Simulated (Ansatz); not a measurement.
# BH8N: the cost of one run

Computed with Ansatz 0.2.0 (DFT, PBE, plane-wave PAW, default files, scalar-relativistic, as far as a step names no other, unless a step's input says otherwise).

## Step 1: Starting point

It takes space group Pma2 (No. 28, orthorhombic). The conventional cell has a = 8.640 Å, b = 4.143 Å, c = 4.090 Å, α = 90.00°, β = 90.00°, γ = 90.00°. B (site symmetry m) has 4 H at 1.22 to 1.23 Å as nearest neighbours. H (site symmetry 1) is surrounded by 1 N at 1.03 Å. H (site symmetry 1) is surrounded by 1 N at 1.04 Å. H (site symmetry 1) has 1 B at 1.22 Å as nearest neighbours. Around H (site symmetry m) lie 1 B at 1.23 Å. N (site symmetry 2) is surrounded by 4 H at 1.03 to 1.04 Å.

Structure file:

```xyz
20
Lattice="8.6405 0.0000 0.0000 0.0000 4.1426 0.0000 0.0000 0.0000 4.0899" Properties=species:S:1:pos:R:3 pbc="T T T"
B     6.4804    1.8833    2.1441
B     2.1601    2.2592    2.1441
H     3.7514    3.5206    3.6802
H     4.8891    0.6220    3.6802
H     0.5688    3.5206    3.6802
H     8.0717    0.6220    3.6802
H     3.6882    0.5688    0.7825
H     4.9523    3.5738    0.7825
H     0.6321    0.5688    0.7825
H     8.0084    3.5738    0.7825
H     7.4763    2.3731    2.6573
H     1.1641    1.7694    2.6573
H     5.4844    2.3731    2.6573
H     3.1561    1.7694    2.6573
H     6.4804    0.6657    2.3354
H     2.1601    3.4768    2.3354
H     6.4804    2.0915    0.9342
H     2.1601    2.0510    0.9342
N     4.3202    0.0000    0.1903
N     0.0000    0.0000    0.1903
```

## Step 2: Single point at the given positions

The input, input.yaml:

```yaml
crystal:
  lattice:
    - [8.640492, 0.0, 0.0]
    - [0.0, 4.142569, 0.0]
    - [0.0, 0.0, 4.089896]
  atoms:
    - { symbol: B, position: [0.75, 0.454629, 0.524243] }
    - { symbol: B, position: [0.25, 0.545371, 0.524243] }
    - { symbol: H, position: [0.434166, 0.849855, 0.899827] }
    - { symbol: H, position: [0.565834, 0.150145, 0.899827] }
    - { symbol: H, position: [0.065834, 0.849855, 0.899827] }
    - { symbol: H, position: [0.934166, 0.150145, 0.899827] }
    - { symbol: H, position: [0.426848, 0.137309, 0.191332] }
    - { symbol: H, position: [0.573152, 0.862691, 0.191332] }
    - { symbol: H, position: [0.073152, 0.137309, 0.191332] }
    - { symbol: H, position: [0.926848, 0.862691, 0.191332] }
    - { symbol: H, position: [0.865269, 0.572869, 0.649727] }
    - { symbol: H, position: [0.134731, 0.427131, 0.649727] }
    - { symbol: H, position: [0.634731, 0.572869, 0.649727] }
    - { symbol: H, position: [0.365269, 0.427131, 0.649727] }
    - { symbol: H, position: [0.75, 0.160706, 0.571029] }
    - { symbol: H, position: [0.25, 0.839294, 0.571029] }
    - { symbol: H, position: [0.75, 0.504889, 0.228426] }
    - { symbol: H, position: [0.25, 0.495111, 0.228426] }
    - { symbol: "N", position: [0.5, 0.0, 0.04653] }
    - { symbol: "N", position: [0.0, 0.0, 0.04653] }
kpoints:
  mp_grid: { grid: [4, 7, 7] }
scf:
  occupations: { method: fermi_dirac, width: 0.05 }
hamiltonian:
  xc: pbe
  pseudopotentials: { kind: paw }
output:
  forces: true
  stress: true
  populations: true
  efg:
    quadrupole_moments_barn: { B: 0.04059, H: 0.00285783, "N": 0.02044 }
    contact_densities: true
```

On the command line:

```sh
ansatz run input.yaml --threads 1 --pin off --max-ram 2560MiB --backend cpu --events-out ev --progress --plain --runs-dir out
```

Q: Estimate wall time and peak memory on 1 thread of Intel Xeon Platinum 8375C at 2.90GHz (Ice Lake), shared host.

About 24 s, with a peak of 0.55 GiB.
